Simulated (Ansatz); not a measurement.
# C2H9Si2 radical: small, medium and large basis sets

The task here is to estimate one member of a computed series from the others.

The runs use Ansatz 0.2.0, Gaussian basis; one geometry, several basis sets.

Levels to be run: PBE0-D4/def2-SVP; ωB97M-V/def2-SVP; PBE0-D4/def2-QZVPP; ωB97M-V/def2-QZVPP; the functionals' def2-TZVPP values are taken from earlier runs.

## The relaxed structure

The geometry comes from an earlier relaxation with PBE0-D4 in a triple-zeta def2 set; it is a stationary point, not always the lowest conformer.

SMILES `C[SiH][SiH2]C`, 13 atoms, charge 0, spin multiplicity 2.

Atoms are counted from 1 here; the program's logs count them from 0.

Bond lengths: C1–Si2 1.883 Å, C1–H5 1.092 Å, C1–H6 1.094 Å, C1–H7 1.092 Å, Si2–Si3 2.329 Å, Si2–H8 1.494 Å, Si3–C4 1.881 Å, Si3–H9 1.490 Å, Si3–H10 1.492 Å, C4–H11 1.092 Å, C4–H12 1.093 Å, C4–H13 1.092 Å. Angles: Si2–C1–H5 110.8°, Si2–C1–H6 110.8°, Si2–C1–H7 110.8°, H5–C1–H6 108.2°, H5–C1–H7 108.3°, H6–C1–H7 107.9°, C1–Si2–Si3 115.2°, C1–Si2–H8 110.3°, Si3–Si2–H8 112.9°, Si2–Si3–C4 114.4°, Si2–Si3–H9 108.1°, Si2–Si3–H10 107.6°, C4–Si3–H9 109.7°, C4–Si3–H10 109.3°, H9–Si3–H10 107.6°, Si3–C4–H11 110.7°, Si3–C4–H12 110.5°, Si3–C4–H13 110.8° and more.

Set-up of the first run:

Contents of in.yaml:

```yaml
crystal:
  periodic: [false, false, false]
  atoms:
    - {symbol: C, position_ang: [-2.168295, 0.375364, 0.773346]}
    - {symbol: Si, position_ang: [-1.033010, -1.093556, 0.461358]}
    - {symbol: Si, position_ang: [1.236369, -0.585872, 0.337992]}
    - {symbol: C, position_ang: [1.700642, 0.557008, -1.082243]}
    - {symbol: H, position_ang: [-1.841311, 0.937649, 1.650309]}
    - {symbol: H, position_ang: [-2.171783, 1.053897, -0.085200]}
    - {symbol: H, position_ang: [-3.194798, 0.043337, 0.943069]}
    - {symbol: H, position_ang: [-1.516237, -1.880972, -0.713015]}
    - {symbol: H, position_ang: [1.990259, -1.866028, 0.219685]}
    - {symbol: H, position_ang: [1.627715, 0.049694, 1.629652]}
    - {symbol: H, position_ang: [1.441081, 0.105874, -2.042229]}
    - {symbol: H, position_ang: [2.774968, 0.758139, -1.076624]}
    - {symbol: H, position_ang: [1.174699, 1.510766, -1.001200]}
basis:
  gaussian: {orbitals: def2-SVP}
magnetization: {spin_polarized: true, initial_magnetization: 1}
hamiltonian: {xc: pbe0, dispersion: d4}
output: {orbitals: {seedname: orbitals}}
```

Launch:

```
> ansatz run in.yaml --threads 2 --pin off --events-out ev --progress --plain --max-ram 32768MiB --backend cpu
```

Among the steps run: PBE0-D4 in def2-SVP; ωB97M-V in def2-SVP; PBE0-D4 in def2-QZVPP; ωB97M-V in def2-QZVPP.

One of the session's tables, all rows but one given; the rest of the session is left out.

It belongs to the step «Functionals by basis». 

| functional | basis | HOMO (eV) | LUMO (eV) |
| --- | --- | --- | --- |
| PBE0-D4 | def2-SVP | -5.63 | -2.11 |
| PBE0-D4 | def2-TZVPP | ? | ? |
| PBE0-D4 | def2-QZVPP | -5.65 | -2.18 |
| ωB97M-V | def2-SVP | -7.32 | -0.46 |
| ωB97M-V | def2-TZVPP | -7.36 | -0.59 |
| ωB97M-V | def2-QZVPP | -7.37 | -0.64 |

Q: Estimate the row for PBE0-D4, def2-TZVPP from the others.

The run gave: HOMO (eV): -5.64; LUMO (eV): -2.16. In the column «HOMO (eV)» it lies between PBE0-D4, def2-QZVPP (-5.65) and PBE0-D4, def2-SVP (-5.63).
